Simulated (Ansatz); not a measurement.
# AsHS: relaxing the atoms in a fixed cell, part 1 of 2

Wanted: the geometry at rest of AsHS (a structure type of another compound, with these elements put in), relaxing the atoms in a fixed cell, and its electronic structure there.

Program: Ansatz 0.2.0. Level of theory: DFT, r2SCAN, no spin polarisation, plane waves, PAW. These are calculated values, not measurements.

**1. The system as given**

It takes space group P4/nmm (No. 129, tetragonal). The conventional cell has a = 3.495 Å, b = 3.495 Å, c = 7.349 Å, α = 90.00°, β = 90.00°, γ = 90.00°. As (site symmetry -4m2) has 4 As at 2.47 Å and 4 H at 2.64 Å as nearest neighbours. S (site symmetry 4mm) has 5 H at 2.58 to 2.66 Å as nearest neighbours. H (site symmetry 4mm) is surrounded by 5 S at 2.58 to 2.66 Å and 4 As at 2.64 Å.

The coordinates stand in the input below.

The first density is read from a saved solution for the starting cell.

**2. Relaxing**

input.yaml reads:

```yaml
crystal:
  lattice:
    - [3.494865, 0.0, 0.0]
    - [0.0, 3.494865, 0.0]
    - [0.0, 0.0, 7.348785]
  atoms:
    - { symbol: As, position: [0.0, 0.0, 0.0] }
    - { symbol: As, position: [0.5, 0.5, 0.0] }
    - { symbol: S, position: [0.5, 0.0, 0.6315] }
    - { symbol: S, position: [0.0, 0.5, 0.3685] }
    - { symbol: H, position: [0.5, 0.0, 0.2696] }
    - { symbol: H, position: [0.0, 0.5, 0.7304] }
  symmetry: { tolerance: 0.0003 }
kpoints:
  mp_grid: { grid: [9, 9, 4], shift: [0, 0, 0] }
magnetization:
  spin_polarized: false
scf:
  occupations: { method: fermi_dirac, width: 0.0558 }
  lower_state_search: "off"
hamiltonian:
  pseudopotentials: { kind: paw }
  xc: r2scan
basis:
  ecutwfc: 500
  fft_grid_basis: typed
relax:
  max_steps: 40
output:
  forces: true
  stress: true
  eigenvalues: true
  bader: true
  populations: true
  elf: true
  write_potential: true
  volumetric_format: npy
  dos:
    e_range: [-12, 8]
    de: 0.05
    projected: { site_lists: { As: [As], H: [H], S: [S] } }
  write_density: true
checkpoint:
  read: saved_state
```

Command:

```
$ ansatz run input.yaml --threads 2 --pin off --max-ram 2560MiB --backend cpu --events-out ev --progress --plain --runs-dir out
```

Log:

```text
Warning: output.stress: scf.convergence.dr2_threshold = 1e-7 eV (the SCF's general default) is looser than the 6e-10 eV advised for a printed stress (1e-10 eV for each atom of the cell: 6). What an SCF threshold leaves in a stress goes as its square root, and in the free energy as the threshold itself, and one threshold admits the most on a small cell: of the crystals measured, under no hybrid functional and no lock of the moments, on runs that ended without the residual-converged pass, on stresses that held no estimate of that error, the worst erred by over 100 MPa in a component at 1e-7 eV an atom and by under 5 at 1e-10. Every solve of this run answers to scf.convergence.dr2_threshold, and the tensor of one is reported: a single SCF on the reported geometry and on this run's grids (its basis.xc_grid and basis.ecutrho_ratio typed), with scf.convergence.dr2_threshold at 6e-10 eV or tighter, prints it and tightens no other solve. Else set scf.convergence.dr2_threshold to 6e-10 eV or tighter. The threshold is an SCF's pass mark: one that does not reach it within its budget of iterations ends unconverged, or closes short of it on a stop that the run arms, and scf.convergence.dr2_threshold's page says what that costs each kind of run
Warning: RAYON_NUM_THREADS=2 ignored (pool sized by the plan → 2); use --threads N
Engine: ansatz 0.2.0, x86_64-unknown-linux-gnu
Pseudopotentials: kind: paw
Pseudopotential: As, paw, valence charge 15, recommended cutoff 500 eV (meta_gga), As.paw.azcp
Pseudopotential: S, paw, valence charge 6, recommended cutoff 500 eV (meta_gga), S.paw.azcp
Pseudopotential: H, paw, valence charge 1, recommended cutoff 500 eV (meta_gga), H.paw.azcp
Functional definition: r2SCAN
  parameter k0 = 0.174
  parameter k1 = 0.065
  parameter a1 = 4.9479
  exchange = r2scan_x(k0 = k0, k1 = k1, a1 = a1)
  correlation = r2scan_c
Crystal: 6 atoms, lattice volume = 89.759 Å³
Basis set: ecut = 500 eV, 2299 PW (Γ), exchange–correlation on 108×108×216 points (64 copies of the dense FFT grid, shifted against one another)
Bands: 28, of which v1, the nominal top of the filled ones, is band 22 counted from 1 (21 counted from 0)
Symmetry: 16 space group operations
Space group: P4/nmm (ITA 129), of the structure as read, at distance tolerance 1.3e-3 Å
k-points: 45 of 324
Non-local potential: As, projectors of the file, l = 0: 2, l = 1: 2, l = 2: 3, l = 3: 1
Non-local potential: S, projectors of the file, l = 0: 2, l = 1: 2, l = 2: 2
Non-local potential: H, projectors of the file, l = 0: 2, l = 1: 1
PAW form: soft (Blöchl's): semilocal exchange-correlation on the pseudo side does not see the compensation charge
PAW frozen core: As, regenerated for the run's functional (the file was generated under x = pbe(κ = 0.804, μ = 0.2195149727645171), c = pbe(β = 0.06672455060314922))
PAW frozen core: S, regenerated for the run's functional (the file was generated under x = pbe(κ = 0.804, μ = 0.2195149727645171), c = pbe(β = 0.06672455060314922))
PAW one-centre angular grid: As, 590 points (default); XC on 160 Gauss nodes
PAW one-centre angular grid: S, 302 points (default); XC on 160 Gauss nodes
PAW one-centre angular grid: H, 302 points (default); XC on 160 Gauss nodes
Initial density: read from a saved state, or passed on in memory by an earlier SCF of this step, an earlier step, the calling program or the single point that the run made first
Initial wavefunctions: pseudopotential atomic-orbital guess
Functional: x = r2scan, c = r2scan; τ floored in thin density (d = 2e-4 eV/Å³)
iter 1 solved again at ethr=4.23e-4 eV; its pass at ethr=3.10e-3 eV (dr2=1.86e-1 eV) is discarded
SCF iter   1: F=-11564.229716 eV  HF=-11564.410297 eV  |F-HF|=1.81e-1  |Δ(HF+E_count)|=         —  Δρ=5.84e-3  dr2=1.93e-1  dr2_τ=1.77e-3  ethr=4.23e-4  ⟨swp⟩=1.0  Hψ=7392  notcnv=0
preconditioner: auto → Kerker (q_TF=auto, 2.423 Å⁻¹)  [metal: Δε(μ)=0.009 eV  Ē_g=8.537 eV  σ=0.056 eV  W_gap=0.04  n_scr=16 (ndim 8)  ℏωp=19.2 eV  f_vac=0.000  D(μ)=3.19/eV (n_scr^D=24)]
SCF iter   2: F=-11564.385846 eV  HF=-11564.394177 eV  |F-HF|=8.33e-3  |Δ(HF+E_count)|=   1.61e-2  Δρ=2.10e-3  dr2=1.12e-2  dr2_τ=9.07e-4  ethr=4.23e-4  ⟨swp⟩=1.4  Hψ=1460  notcnv=0
SCF iter   3: F=-11564.390376 eV  HF=-11564.393053 eV  |F-HF|=2.68e-3  |Δ(HF+E_count)|=   1.12e-3  Δρ=1.15e-3  dr2=3.76e-3  dr2_τ=2.00e-5  ethr=2.56e-5  ⟨swp⟩=1.1  Hψ=1570  notcnv=0
SCF iter   4: F=-11564.392562 eV  HF=-11564.392616 eV  |F-HF|=5.41e-5  |Δ(HF+E_count)|=   4.37e-4  Δρ=4.41e-4  dr2=2.09e-4  dr2_τ=2.37e-6  ethr=8.55e-6  ⟨swp⟩=1.2  Hψ=1504  notcnv=0
SCF iter   5: F=-11564.392599 eV  HF=-11564.392606 eV  |F-HF|=7.19e-6  |Δ(HF+E_count)|=   9.83e-6  Δρ=1.64e-4  dr2=4.02e-5  dr2_τ=3.96e-7  ethr=4.75e-7  ⟨swp⟩=2.0  Hψ=2368  notcnv=0
SCF iter   6: F=-11564.392612 eV  HF=-11564.392614 eV  |F-HF|=1.58e-6  |Δ(HF+E_count)|=   7.61e-6  Δρ=5.62e-5  dr2=5.43e-6  dr2_τ=1.12e-7  ethr=9.13e-8  ⟨swp⟩=2.7  Hψ=2187  notcnv=0
SCF iter   7: F=-11564.392615 eV  HF=-11564.392615 eV  |F-HF|=1.22e-9  |Δ(HF+E_count)|=   1.50e-6  Δρ=1.09e-5  dr2=1.32e-7  dr2_τ=5.85e-9  ethr=1.24e-8  ⟨swp⟩=2.0  Hψ=1577  notcnv=0
SCF iter   8: F=-11564.392615 eV  HF=-11564.392615 eV  |F-HF|=3.90e-8  |Δ(HF+E_count)|=   3.35e-8  Δρ=4.00e-6  dr2=5.53e-8  dr2_τ=7.76e-10  ethr=2.27e-10  ⟨swp⟩=8.3  Hψ=6858  notcnv=0
SCF 1 converged in 8 iterations: F = -11564.392615 eV  dr2 = 5.53e-8
relax step   1: F+E_penalty+E_count = -11564.39261534 eV  Δ(F+E_penalty+E_count) = +0.000e0 eV  max|allowed force component| = 4.374e-1 eV/Å  Δτ_max = 0.0000 Å  (8 SCF iters, accepted)
Initial density: handed on by an earlier stage of this run
Initial wavefunctions: those handed on with the density
iter 1 solved again at ethr=8.68e-4 eV; its pass at ethr=3.10e-3 eV (dr2=3.82e-1 eV) is discarded
SCF iter   1: F=-11564.579164 eV  HF=-11564.802109 eV  |F-HF|=2.23e-1  |Δ(HF+E_count)|=         —  Δρ=1.06e-2  dr2=3.68e-1  dr2_τ=1.68e-1  ethr=8.68e-4  ⟨swp⟩=1.4  Hψ=5566  notcnv=0
preconditioner: auto → Kerker (q_TF=auto, 2.423 Å⁻¹)  [metal: Δε(μ)=0.039 eV  Ē_g=8.693 eV  σ=0.056 eV  W_gap=0.17  n_scr=16 (ndim 8)  ℏωp=19.2 eV  f_vac=0.000  D(μ)=3.32/eV (n_scr^D=30)]
SCF iter   2: F=-11564.860681 eV  HF=-11564.863704 eV  |F-HF|=3.02e-3  |Δ(HF+E_count)|=   6.16e-2  Δρ=3.90e-3  dr2=2.07e-2  dr2_τ=3.05e-3  ethr=8.37e-4  ⟨swp⟩=2.1  Hψ=2172  notcnv=0
SCF iter   3: F=-11564.866521 eV  HF=-11564.868040 eV  |F-HF|=1.52e-3  |Δ(HF+E_count)|=   4.34e-3  Δρ=2.26e-3  dr2=8.51e-3  dr2_τ=5.76e-5  ethr=4.70e-5  ⟨swp⟩=2.2  Hψ=2453  notcnv=0  defer=1
SCF iter   4: F=-11564.870565 eV  HF=-11564.870611 eV  |F-HF|=4.68e-5  |Δ(HF+E_count)|=   2.57e-3  Δρ=6.60e-4  dr2=5.39e-4  dr2_τ=5.50e-6  ethr=1.93e-5  ⟨swp⟩=2.0  Hψ=1761  notcnv=0  defer=1
SCF iter   5: F=-11564.870764 eV  HF=-11564.870744 eV  |F-HF|=2.01e-5  |Δ(HF+E_count)|=   1.32e-4  Δρ=3.13e-4  dr2=1.10e-4  dr2_τ=1.16e-6  ethr=1.23e-6  ⟨swp⟩=2.0  Hψ=2228  notcnv=0  defer=1
SCF iter   6: F=-11564.870772 eV  HF=-11564.870778 eV  |F-HF|=6.64e-6  |Δ(HF+E_count)|=   3.45e-5  Δρ=6.98e-5  dr2=1.20e-5  dr2_τ=4.21e-7  ethr=2.51e-7  ⟨swp⟩=2.0  Hψ=1801  notcnv=0  defer=1
SCF iter   7: F=-11564.870780 eV  HF=-11564.870780 eV  |F-HF|=1.32e-7  |Δ(HF+E_count)|=   1.53e-6  Δρ=2.24e-5  dr2=5.60e-7  dr2_τ=1.96e-8  ethr=2.72e-8  ⟨swp⟩=11.5  Hψ=9616  notcnv=0
SCF 2 converged in 7 iterations: F = -11564.870780 eV  dr2 = 5.60e-7
  Residual-converged pass: ⟨swp⟩=1.0  Hψ=1441  notcnv=0  max |occ|·‖R‖ = 7.1e-9 eV (tolerance 1.0e-8 eV)  dr2=5.60e-7  dr2_τ=1.96e-8  dr2_onsite=1.23e-8  max |Δocc| = 6.4e-11
relax step   2: F+E_penalty+E_count = -11564.87077999 eV  Δ(F+E_penalty+E_count) = -4.782e-1 eV  max|allowed force component| = 1.309e0 eV/Å  Δτ_max = 0.1712 Å  (7 SCF iters, dr2 threshold 1.20e-5 eV, accepted)
iter 1 solved again at ethr=2.57e-4 eV; its pass at ethr=3.10e-3 eV (dr2=1.13e-1 eV) is discarded
SCF iter   1: F=-11565.310264 eV  HF=-11565.236419 eV  |F-HF|=7.38e-2  |Δ(HF+E_count)|=         —  Δρ=6.26e-3  dr2=1.05e-1  dr2_τ=2.19e-1  ethr=2.57e-4  ⟨swp⟩=1.3  Hψ=5651  notcnv=0  defer=4
preconditioner: auto → Kerker (q_TF=auto, 2.423 Å⁻¹)  [metal: Δε(μ)=0.020 eV  Ē_g=8.900 eV  σ=0.056 eV  W_gap=0.09  n_scr=16 (ndim 8)  ℏωp=19.2 eV  f_vac=0.001  D(μ)=3.01/eV (n_scr^D=16)]
SCF iter   2: F=-11565.371406 eV  HF=-11565.396826 eV  |F-HF|=2.54e-2  |Δ(HF+E_count)|=   1.60e-1  Δρ=3.93e-3  dr2=3.57e-2  dr2_τ=5.51e-4  ethr=2.38e-4  ⟨swp⟩=2.4  Hψ=2227  notcnv=0  defer=4
SCF iter   3: F=-11565.392619 eV  HF=-11565.393081 eV  |F-HF|=4.62e-4  |Δ(HF+E_count)|=   3.75e-3  Δρ=9.03e-4  dr2=1.68e-3  dr2_τ=5.81e-5  ethr=8.10e-5  ⟨swp⟩=2.0  Hψ=1687  notcnv=0  defer=4
SCF iter   4: F=-11565.393409 eV  HF=-11565.393484 eV  |F-HF|=7.52e-5  |Δ(HF+E_count)|=   4.04e-4  Δρ=5.15e-4  dr2=3.73e-4  dr2_τ=3.81e-6  ethr=3.82e-6  ⟨swp⟩=2.0  Hψ=2237  notcnv=0  defer=5
```

(Continued in part 2 of 2.)
